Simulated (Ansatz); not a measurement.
# Zn12H2O in Ansatz: settings compared

One slab, Zn12H2O, is run at these levels: LDA, PBE, PBEsol; tasks: projected density of states.

Everything below comes from runs of Ansatz 0.2.0. Logs are shortened: lines on timing, memory, paths and dates and some standing lists are left out, and cuts for length are marked.

**1. The cell of the first run**

The cell holds a slab with vacuum, 15 atoms: a = 5.330 Å, b = 4.947 Å, c = 23.925 Å, α = 90.00°, β = 90.00°, γ = 90.00°.

**2. Projected density of states, LDA**

Input file input.yaml:

```yaml
crystal:
  lattice:
    - [5.3295961064, 0.0, 0.0]
    - [0.0, 4.9467, 0.0]
    - [0.0, 0.0, 23.9251265569]
  atoms:
    - { symbol: Zn, position: [0.5, 0.75, 0.3343764967] }
    - { symbol: Zn, position: [0.0, 0.75, 0.3343764967] }
    - { symbol: Zn, position: [0.75, 0.25, 0.3665293438] }
    - { symbol: Zn, position: [0.25, 0.25, 0.3665293438] }
    - { symbol: Zn, position: [0.75, 0.75, 0.430835038] }
    - { symbol: Zn, position: [0.25, 0.75, 0.430835038] }
    - { symbol: Zn, position: [0.0, 0.25, 0.4629878852] }
    - { symbol: Zn, position: [0.5, 0.25, 0.4629878852] }
    - { symbol: Zn, position: [0.0, 0.75, 0.5272935794] }
    - { symbol: Zn, position: [0.5, 0.75, 0.5272935794] }
    - { symbol: Zn, position: [0.25, 0.25, 0.5594464265] }
    - { symbol: Zn, position: [0.75, 0.25, 0.5594464265] }
    - { symbol: O, position: [0.6009790247, 0.7985946472, 0.6413812073] }
    - { symbol: H, position: [0.4599098904, 0.7036820986, 0.6229278044] }
    - { symbol: H, position: [0.75, 0.75, 0.6187982547] }
hamiltonian:
  xc: lda
  pseudopotentials: { kind: paw }
kpoints:
  mp_grid: { grid: [5, 6, 1] }
scf:
  occupations: { method: fermi_dirac, width: 0.05 }
  n_extra_bands: 37
output:
  forces: true
  eigenvalues: true
  dos: { projected: true, de: 0.05, nscf_kmesh: { grid: [8, 9, 1] } }
efield:
  axis: 3
  dipole_correction: true
  ramp_width: 0.04
```

Potentials or basis: Ansatz PAW.

Started as:

```
$ ansatz run input.yaml --threads 4 --pin off --max-ram 11264MiB --backend cpu --events-out ev --progress --plain --runs-dir out
```

Standard output:

```text
Warning: RAYON_NUM_THREADS=4 ignored (pool sized by the plan → 4); use --threads N
scf.n_extra_bands = 37 over 76 filled bands (N_el = 152.0): the run solves 113 bands
Engine: ansatz 0.2.0, aarch64-unknown-linux-gnu
Pseudopotentials: kind: paw
Pseudopotential: Zn, paw, valence charge 12, recommended cutoff 420 eV (normal), Zn.paw.azcp
Pseudopotential: O, paw, valence charge 6, recommended cutoff 420 eV (normal), O.paw.azcp
Pseudopotential: H, paw, valence charge 1, recommended cutoff 420 eV (normal), H.paw.azcp
Functional definition: SPW92
  exchange = slater_x
  correlation = pw_c
Crystal: 15 atoms, lattice volume = 630.760 Å³
Basis set: ecut = 420 eV, 12299 PW (Γ)
Bands: 113, of which v1, the nominal top of the filled ones, is band 76 counted from 1 (75 counted from 0)
Symmetry: 1 space group operations
Space group: P1 (ITA 1), of the structure as read, at distance tolerance 8.6e-5 Å
k-points: 16 of 30 (time reversal used)
Non-local potential: Zn, projectors of the file, l = 0: 2, l = 1: 2, l = 2: 3, l = 3: 1
Non-local potential: O, projectors of the file, l = 0: 2, l = 1: 2, l = 2: 1
Non-local potential: H, projectors of the file, l = 0: 2, l = 1: 1
PAW form: soft (Blöchl's): semilocal exchange-correlation on the pseudo side does not see the compensation charge
PAW frozen core: Zn, regenerated for the run's functional, and the local potential with it (the file was generated under x = pbe(κ = 0.804, μ = 0.2195149727645171), c = pbe(β = 0.06672455060314922))
PAW frozen core: O, regenerated for the run's functional, and the local potential with it (the file was generated under x = pbe(κ = 0.804, μ = 0.2195149727645171), c = pbe(β = 0.06672455060314922))
PAW one-centre angular grid: Zn, 590 points (default); XC on 64 Gauss nodes
PAW one-centre angular grid: O, 110 points (default); XC on 64 Gauss nodes
PAW one-centre angular grid: H, 110 points (default); XC on 64 Gauss nodes
Initial density: superposition of atomic densities (neutral atoms: chi_scale 0, normalization atom), corrected by the library's trained network
Initial wavefunctions: pseudopotential atomic-orbital guess
Functional: x = slater, c = lda
SCF iter   1: F=—  HF=-39537.187604 eV  |F-HF|=—  |Δ(HF+E_count)|=         —  Δρ=3.29e-3  dr2=4.93e-1  ethr=1.77e-3  p=-0.115 e·Å  D=-3.30e-2 V/Å  ΔV_dip=0.79 eV  dr2_dipole=1.79e-1  V_vac-E_F(+/−)=5.47/4.68 eV  ⟨swp⟩=9.8  Hψ=10322  notcnv=0  defer=272
efield: sawtooth ramp at fractional position 0.9679 (placed from the atoms, in the widest stretch of the axis that holds none; the zero of the levels goes with the place), width 0.0400; the density the first Hamiltonian is built on has a dipole p = -0.115 e·Å; the dipole correction subtracts the counter field D = -3.30e-2 V/Å, which shifts the + side's vacuum level by +0.79 eV against the − side's; the planar-averaged density in the ramp window peaks in size at 4.7e-6 e/Å³
preconditioner: auto → LDOS  [metal: Δε(μ)=0.032 eV  Ē_g=12.692 eV  σ=0.050 eV  W_gap=0.16  n_scr=104 (ndim 8)  ℏωp=18.2 eV  f_vac=0.614  D(μ)=3.57/eV (n_scr^D=6)  β→1.0]
SCF iter   2: F=—  HF=-39537.176742 eV  |F-HF|=—  |Δ(HF+E_count)|=   1.09e-2  Δρ=2.59e-3  dr2=7.83e-2  ethr=3.24e-4  p=-0.168 e·Å  D=-4.81e-2 V/Å  ΔV_dip=1.15 eV  dr2_dipole=1.32e-2  V_vac-E_F(+/−)=5.70/4.54 eV  ⟨swp⟩=2.9  Hψ=3340  notcnv=0  defer=444
[... 22 lines left out ...]
  E_kinetic    = 1770.076405
  E_local      = -170114.579039  (includes V_loc(G=0)·N_el)
  E_nonlocal   = 7420.501888
  E_hartree    = 82677.816393
  E_xc         = -1711.305112
  E_vxc        = -751.084040  (∫ρ·V_xc dr)
  E_paw        = -21194.104852  (= ΣΔE_a)
  E_vpaw       = -4766.669061  (= ΣTr[D̂ρ^β])
  E_aug_tail   = -0.004284  (compensation charges beyond the density's cutoff)
  E_efield     = 0.003591  (sawtooth field / dipole correction)
  E_vefield    = -5.110482  (∫n·V_field dr)
  E_ewald      = 61595.681612
  E_core_change = 18.782617  (= ΣΔE_core)
  E_smearing   = -0.028643  (= −TS)
  E_closure    = 0.000000  (closes the sum)
  Σ components = -39537.159424   (vs F -39537.159424, Δ=0.00e0)
--- Forces (eV/Å), atoms counted from 1 ---
  atom   1  Zn     0.00507801     0.00525387     0.49364667
  atom   2  Zn    -0.00558796    -0.00648383     0.45299636
  atom   3  Zn    -0.01653406     0.00153324    -0.15860604
  atom   4  Zn     0.01824777     0.00362672    -0.18233239
  atom   5  Zn    -0.00833888    -0.01699426     0.27109185
  atom   6  Zn     0.00536557    -0.01853108     0.24637287
  atom   7  Zn    -0.00339542     0.00970406    -0.28534402
  atom   8  Zn    -0.00171474    -0.02140315    -0.19121253
  atom   9  Zn     0.09875152    -0.00399733     0.04582281
  atom  10  Zn    -0.06505131     0.00685977    -0.17475144
  atom  11  Zn    -0.04602280     0.03371471    -0.49671762
  atom  12  Zn     0.00991210    -0.01722264    -0.41325351
  atom  13  O      0.03998110     0.01923455    -0.17460016
  atom  14  H      0.32677713     0.05823261     0.28737456
  atom  15  H     -0.35750063    -0.05355078     0.27882435
  max |Σ_I F_I| component: 6.88e-4 eV/Å
--- Band table (eV; the first three rows and the last of 16) ---
  k-point 0: bands = ["-20.8668", "-9.9588", "-9.0186", "-8.6271", "-8.4627", "-8.4186", "-8.4065", "-8.4050", "-8.3970", "-8.2809", "-8.2666", "-8.2506", "-8.2292", "-8.2108", "-8.1959", "-7.9972", "-7.9259", "-7.9090", "-7.9020", "-7.8616", "-7.8587", "-7.7995", "-7.7880", "-7.7863", "-7.7757", "-7.7672", "-7.7452", "-7.7087", "-7.7017", "-7.7003", "-7.6982", "-7.6939", "-7.6910", "-7.6672", "-7.6418", "-7.5798", "-7.5270", "-7.5239", "-7.4954", "-7.4695", "-7.4639", "-7.4301", "-7.4088", "-7.4021", "-7.3965", "-7.3904", "-7.3705", "-7.3577", "-7.3340", "-7.3080", "-7.2718", "-7.2712", "-7.2576", "-7.2436", "-7.2365", "-7.2113", "-7.1492", "-7.1177", "-7.1156", "-7.1111", "-7.1068", "-7.0952", "-7.0790", "-7.0690", "-5.5723", "-4.6719", "-3.8392", "-3.8195", "-3.5082", "-2.9167", "-2.8998", "-2.1729", "-2.1523", "-1.8497", "-1.3169", "-0.9591", "0.3170", "0.3753", "1.0427", "1.2990", "1.5477", "1.7631", "1.7862", "2.9085", "2.9430", "3.4475", "3.5482", "3.6948", "3.7256", "3.7670", "3.9882", "4.7505", "4.7730", "4.9690", "5.5238", "5.6687", "5.9688", "6.1921", "6.3648", "6.7341", "6.8857", "7.0298", "7.2541", "7.3898", "7.4114", "7.6392", "8.2410", "8.8156", "8.8412", "9.0727", "9.3924", "9.6034", "9.8299"]
[... 3 lines left out ...]
```

Wall time 2.5 min (4 threads of Arm Neoverse V2, shared host); peak memory 2.7 GiB.

What came out:

- Free energy: -39537.1594 eV
- Largest force: 0.500 eV/Å
- Band gap on the k mesh: none (metal or under the smearing width)
- Density of states at the Fermi level: 4.99 states/eV per cell
- Work function of the upper face: 5.65 eV
- Work function of the lower face: 4.56 eV
- Dipole across the slab: -0.158 e·Å

Forces on the atoms (eV/Å):
```
Zn   0.005  0.005  0.494
Zn  -0.006 -0.006  0.453
Zn  -0.017  0.002 -0.159
Zn   0.018  0.004 -0.182
Zn  -0.008 -0.017  0.271
Zn   0.005 -0.019  0.246
Zn  -0.003  0.010 -0.285
Zn  -0.002 -0.021 -0.191
Zn   0.099 -0.004  0.046
Zn  -0.065  0.007 -0.175
Zn  -0.046  0.034 -0.497
Zn   0.010 -0.017 -0.413
O    0.040  0.019 -0.175
H    0.327  0.058  0.287
H   -0.358 -0.054  0.279
```

States per cell in windows of 0.5 eV (zero at the Fermi level; states under -8 eV left out):
| from (eV) | total | Zn 3d | Zn 4s | O 2p | H 1s | O 2s |
| --- | --- | --- | --- | --- | --- | --- |
| -8.0 | 34.06 | 32.84 | 1.03 | 0.05 | 0.01 | 0.01 |
| -7.5 | 54.91 | 54.09 | 0.62 | 0.06 | 0.01 | 0.01 |
| -7.0 | 23.05 | 22.31 | 0.66 | 0.03 | 0.01 | 0.01 |
| -6.5 | 1.23 | 0.46 | 0.67 | 0.05 | 0.01 | 0.01 |
| -6.0 | 1.39 | 0.31 | 0.82 | 0.16 | 0.02 | 0.04 |
| -5.5 | 2.15 | 0.24 | 0.87 | 0.75 | 0.08 | 0.13 |
| -5.0 | 1.83 | 0.20 | 1.09 | 0.36 | 0.02 | 0.05 |
| -4.5 | 1.62 | 0.16 | 1.14 | 0.19 | 0.00 | 0.01 |
| -4.0 | 1.98 | 0.14 | 1.20 | 0.45 | 0.00 | 0.00 |
| -3.5 | 2.47 | 0.12 | 1.24 | 0.81 | 0.00 | 0.00 |
| -3.0 | 1.89 | 0.09 | 1.10 | 0.39 | 0.00 | 0.00 |
| -2.5 | 1.79 | 0.08 | 1.14 | 0.15 | 0.01 | 0.00 |
| -2.0 | 2.21 | 0.08 | 1.33 | 0.09 | 0.02 | 0.00 |
| -1.5 | 1.85 | 0.05 | 1.05 | 0.05 | 0.03 | 0.00 |
| -1.0 | 2.24 | 0.04 | 0.89 | 0.04 | 0.04 | 0.00 |
| -0.5 | 2.28 | 0.04 | 0.74 | 0.04 | 0.05 | 0.01 |
| 0.0 | 1.47 | 0.02 | 0.40 | 0.02 | 0.03 | 0.00 |
| 0.5 | 2.32 | 0.03 | 0.68 | 0.03 | 0.03 | 0.00 |
| 1.0 | 2.30 | 0.03 | 0.70 | 0.02 | 0.04 | 0.01 |
| 1.5 | 2.74 | 0.03 | 0.87 | 0.02 | 0.04 | 0.00 |
| 2.0 | 2.42 | 0.02 | 0.54 | 0.02 | 0.03 | 0.00 |
| 2.5 | 2.26 | 0.01 | 0.33 | 0.02 | 0.05 | 0.01 |
| 3.0 | 2.48 | 0.01 | 0.30 | 0.02 | 0.09 | 0.01 |
| 3.5 | 2.96 | 0.01 | 0.28 | 0.03 | 0.15 | 0.02 |
| 4.0 | 3.12 | 0.01 | 0.17 | 0.03 | 0.16 | 0.03 |
| 4.5 | 3.65 | 0.01 | 0.20 | 0.04 | 0.16 | 0.02 |
| 5.0 | 3.84 | 0.01 | 0.17 | 0.03 | 0.13 | 0.02 |
| 5.5 | 3.74 | 0.01 | 0.10 | 0.03 | 0.11 | 0.01 |
| 6.0 | 5.34 | 0.01 | 0.11 | 0.04 | 0.13 | 0.01 |
| 6.5 | 4.61 | 0.00 | 0.07 | 0.03 | 0.11 | 0.01 |
| 7.0 | 5.40 | 0.00 | 0.09 | 0.03 | 0.10 | 0.01 |
| 7.5 | 5.81 | 0.00 | 0.07 | 0.04 | 0.12 | 0.01 |

Caveat: the PAW data sets come from PBE, with cores solved anew for the run's functional, which leaves a small shift of forces and pressure.

**3. Projected density of states, PBE**

input.yaml, as its differences from that of step 2:

```diff
@@ -22,3 +22,3 @@
 hamiltonian:
-  xc: lda
+  xc: pbe
   pseudopotentials: { kind: paw }
```

Potentials or basis: Ansatz PAW.

Started as:

```
$ ansatz run input.yaml --threads 4 --pin off --max-ram 11264MiB --backend cpu --events-out ev --progress --plain --runs-dir out
```

Wall time 2.6 min (4 threads of Arm Neoverse V2, shared host); peak memory 2.8 GiB.

Results (log left out):

| Quantity | Value |
| --- | --- |
| Free energy | -40424.9167 eV |
| Largest force | 0.641 eV/Å |
| Band gap on the k mesh | none (metal or under the smearing width) |
| Density of states at the Fermi level | 4.89 states/eV per cell |
| Work function of the upper face | 5.29 eV |
| Work function of the lower face | 4.26 eV |
| Dipole across the slab | -0.150 e·Å |

Forces on the atoms (eV/Å):
```
Zn   0.004  0.005  0.055
Zn  -0.005 -0.006  0.016
Zn  -0.016  0.001 -0.466
Zn   0.017  0.004 -0.491
Zn  -0.006 -0.018  0.265
Zn   0.003 -0.020  0.241
Zn  -0.003  0.010 -0.286
Zn  -0.003 -0.021 -0.186
Zn   0.122 -0.006  0.297
Zn  -0.088  0.002 -0.044
Zn  -0.072  0.037 -0.109
Zn   0.040  0.002 -0.082
O    0.044 -0.042  0.019
H    0.469  0.105  0.382
H   -0.507 -0.053  0.389
```

Levels at points of the mesh, in eV from the Fermi level:
| k point | band 72 | band 73 | band 74 | band 75 | band 76 | band 77 | band 78 | band 79 | band 80 | band 81 |
| --- | --- | --- | --- | --- | --- | --- | --- | --- | --- | --- |
| (0.00, 0.00, 0.00) | -1.87 | -1.85 | -1.55 | -0.95 | -0.69 | 0.63 | 0.69 | 1.34 | 1.65 | 1.83 |
| (0.00, -0.50, 0.00) | -2.26 | -1.90 | -1.88 | -1.02 | -0.97 | -0.18 | 0.04 | 0.54 | 0.56 | 2.23 |

States per cell in windows of 1 eV (zero at the Fermi level; states under -8 eV left out):
```csv
from (eV),total,Zn 3d,Zn 4s,O 2p,H 1s,O 2s
-8.0,83.42,81.14,1.90,0.10,0.02,0.02
-7.0,33.80,32.26,1.32,0.11,0.02,0.03
-6.0,3.83,0.60,1.69,1.10,0.12,0.19
-5.0,3.14,0.36,2.15,0.37,0.01,0.02
-4.0,4.50,0.27,2.41,1.33,0.01,0.00
-3.0,3.60,0.17,2.22,0.45,0.01,0.00
-2.0,4.03,0.13,2.34,0.13,0.05,0.00
-1.0,4.56,0.08,1.63,0.08,0.09,0.01
0.0,3.68,0.05,1.00,0.04,0.06,0.01
1.0,5.00,0.06,1.60,0.04,0.08,0.01
2.0,4.78,0.04,0.96,0.03,0.08,0.01
3.0,5.60,0.03,0.60,0.05,0.24,0.04
4.0,6.95,0.02,0.39,0.07,0.33,0.05
5.0,8.24,0.01,0.29,0.06,0.23,0.03
6.0,10.20,0.01,0.19,0.07,0.25,0.02
7.0,11.41,0.01,0.17,0.07,0.22,0.02
```

**4. Projected density of states, PBEsol**

input.yaml, as its differences from that of step 3:

```diff
@@ -22,3 +22,3 @@
 hamiltonian:
-  xc: pbe
+  xc: pbesol
   pseudopotentials: { kind: paw }
@@ -33,2 +33,6 @@
   dos: { projected: true, de: 0.05, nscf_kmesh: { grid: [8, 9, 1] } }
+  write_density: true
+  write_potential: true
+  elf: true
+  volumetric_format: npy
 efield:
```

Started as:

```
$ ansatz run input.yaml --threads 4 --pin off --max-ram 11264MiB --backend cpu --events-out ev --progress --plain --runs-dir out
```

It took 2.5 min on 4 threads of Arm Neoverse V2, shared host; peak memory 3.1 GiB.

Results (log left out):

```
Free energy                          : -39959.4517 eV
Largest force                        : 0.500 eV/Å
Band gap on the k mesh               : none (metal or under the smearing width)
Density of states at the Fermi level : 4.72 states/eV per cell
Work function of the upper face      : 5.37 eV
Work function of the lower face      : 4.36 eV
Dipole across the slab               : -0.149 e·Å
```

Forces on the atoms (eV/Å):
```
Zn   0.004  0.005  0.317
Zn  -0.005 -0.006  0.278
Zn  -0.016  0.001 -0.292
Zn   0.017  0.004 -0.317
Zn  -0.007 -0.018  0.268
Zn   0.004 -0.020  0.244
Zn  -0.003  0.010 -0.287
Zn  -0.003 -0.021 -0.187
Zn   0.111 -0.006  0.150
Zn  -0.072  0.004 -0.118
Zn  -0.060  0.035 -0.347
Zn   0.023 -0.008 -0.288
O    0.038  0.035 -0.004
H    0.369  0.057  0.294
H   -0.401 -0.071  0.289
```

Levels at points of the mesh, in eV from the Fermi level:
```csv
k point,band 72,band 73,band 74,band 75,band 76,band 77,band 78,band 79,band 80,band 81
"(0.00, 0.00, 0.00)",-1.87,-1.85,-1.54,-0.95,-0.69,0.62,0.68,1.36,1.65,1.83
"(0.00, -0.50, 0.00)",-2.26,-1.90,-1.89,-1.03,-0.98,-0.18,0.04,0.53,0.56,2.23
```

States per cell in windows of 0.5 eV (zero at the Fermi level; states under -8 eV left out):
```csv
from (eV),total,Zn 3d,Zn 4s,O 2p,H 1s,O 2s
-8.0,28.26,26.47,1.64,0.03,0.01,0.00
-7.5,44.64,43.79,0.63,0.06,0.01,0.01
-7.0,46.62,45.88,0.61,0.05,0.01,0.01
-6.5,1.52,0.76,0.68,0.05,0.01,0.01
-6.0,1.38,0.36,0.76,0.16,0.02,0.03
-5.5,2.14,0.28,0.85,0.73,0.08,0.13
-5.0,1.88,0.22,1.07,0.40,0.03,0.05
-4.5,1.47,0.16,1.03,0.16,0.00,0.01
-4.0,2.08,0.16,1.30,0.42,0.00,0.00
-3.5,2.31,0.12,1.13,0.78,0.00,0.00
-3.0,2.07,0.10,1.14,0.46,0.01,0.00
-2.5,1.74,0.08,1.12,0.16,0.01,0.00
-2.0,2.21,0.09,1.35,0.09,0.01,0.00
-1.5,1.74,0.05,0.97,0.05,0.03,0.00
-1.0,2.36,0.05,0.99,0.04,0.03,0.00
-0.5,2.18,0.04,0.71,0.04,0.05,0.00
0.0,1.69,0.02,0.47,0.02,0.03,0.00
0.5,1.98,0.03,0.54,0.02,0.03,0.00
1.0,2.35,0.03,0.74,0.02,0.04,0.00
1.5,2.64,0.03,0.85,0.02,0.04,0.00
2.0,2.52,0.02,0.65,0.02,0.03,0.00
2.5,2.30,0.02,0.38,0.02,0.04,0.00
3.0,2.41,0.01,0.32,0.02,0.08,0.01
3.5,2.72,0.01,0.28,0.03,0.12,0.02
4.0,3.28,0.01,0.21,0.03,0.17,0.03
4.5,3.64,0.01,0.21,0.04,0.16,0.02
5.0,3.95,0.01,0.18,0.03,0.13,0.02
5.5,3.96,0.01,0.12,0.03,0.11,0.01
6.0,5.26,0.01,0.11,0.04,0.13,0.01
6.5,4.65,0.00,0.08,0.03,0.11,0.01
7.0,5.32,0.01,0.09,0.03,0.11,0.01
7.5,5.81,0.00,0.07,0.04,0.11,0.01
```

Caveat: the PAW data sets come from PBE, with cores solved anew for the run's functional, which leaves a small shift of forces and pressure.

**5. Overview**

| level | gap on the mesh (eV) | largest force (eV/Å) | work function (eV) |
| --- | --- | --- | --- |
| LDA | none | 0.50 | 5.65 |
| PBE | none | 0.64 | 5.29 |
| PBEsol | none | 0.50 | 5.37 |

Alike in all rows: task projected density of states; potentials or basis Ansatz PAW; no spin polarisation; cell H2O (tilted) over a bridge site of the (1 0 0) slab of Zn, cut from the database cell, not relaxed; k mesh 5 × 6 × 1; cutoff (eV) 420; smearing fermi-dirac 0.05 eV.

Caveats: the PAW data sets come from PBE, with cores solved anew for the run's functional, which leaves a small shift of forces and pressure (some runs).

Absolute energies hang on the potentials; compare differences alone.
